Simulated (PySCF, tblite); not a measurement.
# C5F2N radical: geometry, infrared bands and EPR parameters

What infrared bands and EPR parameters should C5F2N radical (`N#C/C(F)=C1[C]=C\1F`) show?

Computed with tblite 0.8.0 and PySCF 2.14.0, with density-fitted response routines of our own, on a single molecule in the gas phase. Atoms are numbered from 0 throughout.

### 1 The molecule as given

8 atoms, charge 0, multiplicity 2; geometry from: force field or distance geometry start.

Bonds of the start (Å): N0–C1 1.15, C1–C2 1.46, C2–F3 1.36, C2–C4 1.31, C4–C5 1.45, C5–C6 1.34, C6–F7 1.37, C6–C4 1.48.

### 2 Relaxing the molecule with GFN2-xTB

Job settings and geometry (Å):

```
{"job": {"kind": "relax", "xc": "GFN2-xTB", "basis": "xTB"}, "charge": 0, "multiplicity": 2}
N     -2.952700    -0.833800    -0.477600
C     -1.991700    -0.251700    -0.223600
C     -0.762300     0.452500     0.140800
F     -0.822300     1.721500     0.631100
C      0.385000    -0.163800    -0.041000
C      1.259600    -1.246600    -0.438900
C      1.862500    -0.149300     0.031000
F      3.030900     0.480700     0.353700
```

Command:

```sh
> OMP_NUM_THREADS=1 python probes_run.py task.json out
```

The driver reads the jobs from task.json and runs them one after another.

Standard output:

```text
step      E/eV     max force
  0    -620.48989    2.698
  1    -620.63712    0.986
  2    -620.67229    1.300
  3    -620.68554    1.748
  4    -620.71277    1.008
  5    -620.73656    0.852
  6    -620.75728    1.190
  7    -620.76669    0.349
  8    -620.77054    0.259
  9    -620.77376    0.356
 10    -620.77701    0.237
 11    -620.77822    0.134
 12    -620.78053    0.300
 13    -620.78702    1.005
 14    -620.79318    1.329
 15    -620.80746    1.082
 16    -620.82272    0.204
 17    -620.82549    0.234
 18    -620.82961    0.377
 19    -620.83574    0.410
 20    -620.84235    0.302
 21    -620.84829    0.256
 22    -620.85305    0.293
 23    -620.85643    0.260
 24    -620.85981    0.216
 25    -620.86423    0.237
 26    -620.87001    0.279
 27    -620.87480    0.191
 28    -620.87715    0.198
 29    -620.87888    0.174
 30    -620.88059    0.112
 31    -620.88149    0.171
 32    -620.88208    0.077
 33    -620.88256    0.084
 34    -620.88327    0.084
 35    -620.88425    0.134
 36    -620.88504    0.134
 37    -620.88537    0.088
 38    -620.88550    0.038
 39    -620.88557    0.025
 40    -620.88564    0.043
 41    -620.88570    0.051
 42    -620.88577    0.042
 43    -620.88586    0.042
 44    -620.88602    0.051
 45    -620.88623    0.058
 46    -620.88642    0.061
 47    -620.88652    0.044
 48    -620.88655    0.018
 49    -620.88656    0.008
```

Run time: 0.18 s. Hardware: 1 thread of Arm Neoverse V2, shared host.

The steps of the relaxation: (not every step is listed)

```tsv
step	energy from step 0 (eV)	largest force (eV/Å)
0	0.0000	2.6979
1	-0.1472	0.9860
2	-0.1824	1.3003
3	-0.1957	1.7482
4	-0.2229	1.0075
5	-0.2467	0.8525
6	-0.2674	1.1900
7	-0.2768	0.3492
8	-0.2807	0.2590
11	-0.2883	0.1344
14	-0.3033	1.3289
17	-0.3356	0.2344
20	-0.3525	0.3018
23	-0.3665	0.2596
26	-0.3801	0.2791
29	-0.3890	0.1741
32	-0.3922	0.0775
35	-0.3944	0.1339
38	-0.3956	0.0381
41	-0.3958	0.0505
44	-0.3961	0.0509
45	-0.3963	0.0576
46	-0.3965	0.0612
47	-0.3966	0.0441
48	-0.3967	0.0181
49	-0.3967	0.0079
```

Close pairs (by a distance rule), those that changed most:

```tsv
bond	before (Å)	after (Å)	change (Å)
C4–C6	1.479	1.402	-0.077
C6–F7	1.366	1.294	-0.072
C1–C2	1.463	1.401	-0.062
C2–C4	1.315	1.360	+0.045
C5–C6	1.337	1.364	+0.027
C2–F3	1.362	1.348	-0.014
C4–C5	1.448	1.456	+0.008
N0–C1	1.152	1.149	-0.003
```

The end geometry stands in the next job.

### 3 Harmonic vibrations with GFN2-xTB

Job settings and geometry (Å):

```
{"job": {"kind": "ir", "xc": "GFN2-xTB", "basis": "xTB"}, "charge": 0, "multiplicity": 2}
N     -2.929486    -0.620146    -0.672736
C     -1.944515    -0.174505    -0.284225
C     -0.745370     0.364470     0.199713
F     -0.819370     1.550261     0.836256
C      0.459469    -0.246517     0.044811
C      1.315685    -1.407020    -0.154583
C      1.856044    -0.159829    -0.042648
F      2.816600     0.702698     0.048847
```

Standard output:

```text
mode    cm-1     km/mol
  1      82.7      1.57
  2      93.5      2.69
  3     169.4      4.91
  4     234.2     18.33
  5     307.3      1.15
  6     370.7     11.61
  7     450.0     16.09
  8     495.4      7.24
  9     526.4      0.25
 10     563.9      0.72
 11     669.0     27.53
 12     816.1     13.27
 13     956.5    380.03
 14    1095.6    181.55
 15    1210.8     91.91
 16    1420.8    321.05
 17    1876.6    147.25
 18    2315.6     94.83
```

It took 0.13 s on 1 thread of Arm Neoverse V2, shared host.

Which atoms move in the most intense modes:

```tsv
cm⁻¹	km/mol	atoms
234	18.3	F3 22 %, C2 21 %, C4 19 %, C5 19 %
669	27.5	F3 38 %, N0 16 %, C1 16 %, C6 14 %
956	380.0	C5 44 %, C6 28 %, C4 22 %
1096	181.6	C2 44 %, F3 14 %, C4 14 %, C5 13 %
1211	91.9	C2 74 %, N0 10 %
1421	321.1	C2 34 %, C4 31 %, C6 25 %
1877	147.2	C6 49 %, C4 26 %, C5 19 %
2316	94.8	C1 60 %, N0 39 %
```

### 4 g tensor and hyperfine couplings: B3LYP/pcH-1

Same as in step 3 but for these lines:

```diff
@@ -1,2 +1,2 @@
-{"job": {"kind": "ir", "xc": "GFN2-xTB", "basis": "xTB"}, "charge": 0, "multiplicity": 2}
+{"job": {"kind": "epr", "basis": "pcH-1"}, "charge": 0, "multiplicity": 2}
 N     -2.929486    -0.620146    -0.672736
```

With the program's defaults for keys left out, this is: UKS B3LYP, pcH-1 on C F N, non-relativistic, mean-field spin-orbit, GIAO.

Standard output:

```text
UKS, coarse grid
  cycle   1  E = -444.61065165  |g| = 5.52e-01
  cycle   2  E = -444.08616102  |g| = 1.22e+00
  cycle   3  E = -444.71307851  |g| = 2.26e-01
  cycle   4  E = -444.73296859  |g| = 9.04e-02
  cycle   5  E = -444.73679760  |g| = 2.19e-02
  cycle   6  E = -444.73700383  |g| = 1.31e-02
  cycle   7  E = -444.73711862  |g| = 6.11e-03
  cycle   8  E = -444.73716255  |g| = 2.82e-03
  cycle   9  E = -444.73717698  |g| = 1.21e-03
  cycle  10  E = -444.73717926  |g| = 6.92e-04
UKS, final grid
  cycle   1  E = -444.73718196  |g| = 1.06e-03
  cycle   2  E = -444.73718004  |g| = 2.18e-03
  cycle   3  E = -444.73718269  |g| = 3.08e-04
  cycle   4  E = -444.73718274  |g| = 1.36e-04
  cycle   5  E = -444.73718276  |g| = 1.25e-04
  cycle   6  E = -444.73718278  |g| = 4.76e-05
  cycle   7  E = -444.73718279  |g| = 2.07e-05
E = -444.73718279 Eh   <S^2> = 0.7750 (exact 0.7500)
g shifts (ppm)      1          2          3
  rmc          -213       -213       -213
  gc             14         31         46
  oz_so         556       1317       3105
  total         358       1136       2938
hyperfine (MHz)  atom isotope    a_iso     a_fc   dipolar eigenvalues
    0   14N       5.04       5.04    -10.75     -8.22     18.97
    1   13C     -33.72     -33.72    -12.89     -0.85     13.74
    2   13C      40.07      40.07    -44.86    -43.86     88.72
    3   19F     115.19     115.19   -180.31   -154.48    334.79
    4   13C     -30.93     -30.93    -27.01      1.02     26.00
    5   13C      88.63      88.63    -39.93    -21.07     61.00
    6   13C       8.94       8.94    -18.86    -15.43     34.29
    7   19F      57.66      57.66    -69.64    -67.23    136.87
```

It took 27 s on 1 thread of Arm Neoverse V2, shared host; peak memory 0.67 GiB.

Principal g values 2.00268, 2.00345, 2.00526; g(iso) = 2.00380, against 2.00232 for a free electron.

Hyperfine couplings, nucleus by nucleus at this fixed geometry (no averaging over rotations):

```tsv
nuclei	isotope	a(iso) (MHz)	a(iso) (G, at g = 2.0023)	largest dipolar term (MHz)
F3	19F	115.2	41.1	334.8
C5	13C	88.6	31.6	61.0
F7	19F	57.7	20.6	136.9
C2	13C	40.1	14.3	88.7
C1	13C	-33.7	-12.0	13.7
C4	13C	-30.9	-11.0	-27.0
C6	13C	8.9	3.2	34.3
N0	14N	5.0	1.8	19.0
```

Mulliken spin populations:

```tsv
atom	value (e)
N0	0.22
C1	-0.12
C2	0.47
F3	0.06
C4	-0.02
C5	0.22
C6	0.16
F7	0.02
```

In first order the couplings over 0.8 MHz of 19F, 14N give 12 distinct lines over 65.3 G.

Orbitals, density, ELF and potential are computed afterwards from the orbital file.

ELF in a plane through or near 6 of the atoms.

Ten even steps from ' ' (0.00) to '@' (0.95):
```
                                                        
                                                        
                  ::----..                              
                ==##%%%%##::                            
              ::##@@@@@@@@++            ......          
              ::**@@@@@@%%++..      ..::==****==::      
              ::++##--==##++..    ::==++##%%@@%%**..    
              --%%@@++==%%%%==  ..++######%%@@@@%%--    
              --%%%%****####++..--****%%==::@@@@%%--    
        ::======::%%==%%..::%%==####--==%%++%%%%##::    
      ..==%%@@####==%%@@####%%::++@@++++%%**++==::      
      ..--##%%%%##::==**++==++::--++++++**==::..        
        ..++%%%%**..  ..    ==##++::    ::::..          
          ..==++--        ==%%##%%##::                  
              ..        ..**%%%%@@%%==                  
                          --**####**--                  
                            ......                      
                                                        
                                                        
                                                        
```
The map spans 11.2 Å across and 8.8 Å up, centred on the molecule. Atoms in the plane (x, y in Å): N0 (3.0, 0.7), C1 (2.0, 0.2), C2 (0.7, -0.4), C4 (-0.5, 0.2), C6 (-1.8, 0.2), F7 (-2.8, -0.5).

On the surface of density 0.002 e/bohr³ the electrostatic potential runs, from the 1st to the 99th percentile, from -1.33 V near N0 to 1.66 V near C6.

The spin density lies nearest to C2, C5 about 26 % each; N0 15 %; C6 11 %; C4 8 % (both signs).

### 5 Outcome

| quantity | value |
| --- | --- |
| strongest single infrared mode (GFN2-xTB) | 956 cm⁻¹, 380 km/mol |
| zero-point energy (GFN2-xTB) | 19.5 kcal/mol |
| g(iso) (B3LYP) | 2.00380 |
| ⟨S²⟩ | 0.775 (exact 0.75) |
| largest a(iso) | 19F on F3, 115.2 MHz |
| surface potential, 1st and 99th percentile | -1.33 V and 1.66 V |

In words: Over 49 steps the energy fell by 0.397 eV; of the close pairs, C4–C6 changed most, 1.479 to 1.402 Å. All 18 modes are real, so the xTB geometry is a minimum. The strongest single mode, at 956 cm⁻¹, is spread over several atoms, C5, C6, C4 among them. GFN2-xTB is a fitted tight-binding method: band positions and strengths are rough. Its intensities can rank the bands wrongly. C2 carries the largest spin population, 0.47 e. The isotropic g lies 1.5 ppt above the free-electron value.
